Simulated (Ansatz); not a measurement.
Run this with Ansatz's Python interface and show what comes out.

`c2hnse_scan.py`:
```python
"""Stretching a bond of C2HNSe, the rest held rigid."""

from dataclasses import dataclass

import ansatz as az
from ase import Atoms
import numpy as np


@dataclass(frozen=True)
class Settings:
    basis: str = "def2-SVP"
    xc: str = "hf"


opts = Settings()

atoms = Atoms(["N", "C", "C", "Se", "H"], positions=[
    (0.7529, 1.2257, 0.5205),
    (0.1931, 0.1487, 0.1886),
    (-0.3483, -0.9767, -0.1466),
    (-0.9666, -2.6018, -0.5903),
    (0.4189, 2.1304, -0.0136),
])
geometry = az.Crystal.molecule_from_ase(atoms)

symbols = [site.symbol for site in geometry.cartesian_sites]
start = np.array([site.position_ang for site in geometry.cartesian_sites])
axis = (start[3] - start[2]) / np.linalg.norm(start[3] - start[2])
moving = [3]
lengths, energies = [1.579, 1.651, 1.723, 1.794, 1.866, 1.938, 2.01, 2.117], []
for length in lengths:
    xyz = start.copy()
    xyz[moving] += (length - np.linalg.norm(start[3] - start[2])) * axis
    point = az.Crystal.molecule()
    for symbol, place in zip(symbols, xyz):
        point = point.atom(symbol, place.tolist())
    job = point.calculation().basis(gaussian=opts.basis).functional(opts.xc)
    report = job.run(threads=1, backend="cpu").report
    energies.append(report["free_energy_ev"])
    print(f"r = {length:6.3f} A  E = {energies[-1]:.5f} eV  <S^2> = {abs(report['mean_field']['state']['spin_squared']):.3f}")

# quartic fit about the minimum
fit = np.polynomial.Polynomial.fit(lengths, np.array(energies) - min(energies), 4).convert()
roots = [r.real for r in fit.deriv().roots() if abs(r.imag) < 1e-9 and fit.deriv(2)(r.real) > 0]
r_e = min(roots, key=lambda r: abs(r - lengths[int(np.argmin(energies))]))
print(f"minimum of the fit at {r_e:.4f} A, force constant {fit.deriv(2)(r_e):.2f} eV/A^2")
```

`python c2hnse_scan.py` gives:
```text
r =  1.579 A  E = -68846.67599 eV  <S^2> = 0.000
r =  1.651 A  E = -68847.00941 eV  <S^2> = 0.000
r =  1.723 A  E = -68847.05475 eV  <S^2> = 0.000
r =  1.794 A  E = -68846.90370 eV  <S^2> = 0.000
r =  1.866 A  E = -68846.61831 eV  <S^2> = 0.000
r =  1.938 A  E = -68846.25107 eV  <S^2> = 0.000
r =  2.010 A  E = -68845.84233 eV  <S^2> = 0.000
r =  2.117 A  E = -68845.22523 eV  <S^2> = 0.000
minimum of the fit at 1.7008 A, force constant 43.36 eV/A^2
```

Notes:
- Total energies depend on the basis set; only differences at equal settings carry meaning.
- The rest of the molecule is held rigid at a force-field or estimated start geometry, and the basis set is modest; single-reference methods fail as a bond breaks.
- Hartree-Fock leaves correlation out, so bond, atomisation and ionisation energies come out well too low.
- The orbitals are restricted, so S² is zero by construction.
- Toward dissociation an unrestricted state can lie under the restricted one, by tenths of an eV for polar bonds under a functional and by 1 to 2 eV or more for others.
- Run time: 13 s on 1 thread of Arm Neoverse V2, with other jobs on the host, peak memory 0.22 GiB.

(Lines on the test bed's own set-up are left out of the output.)
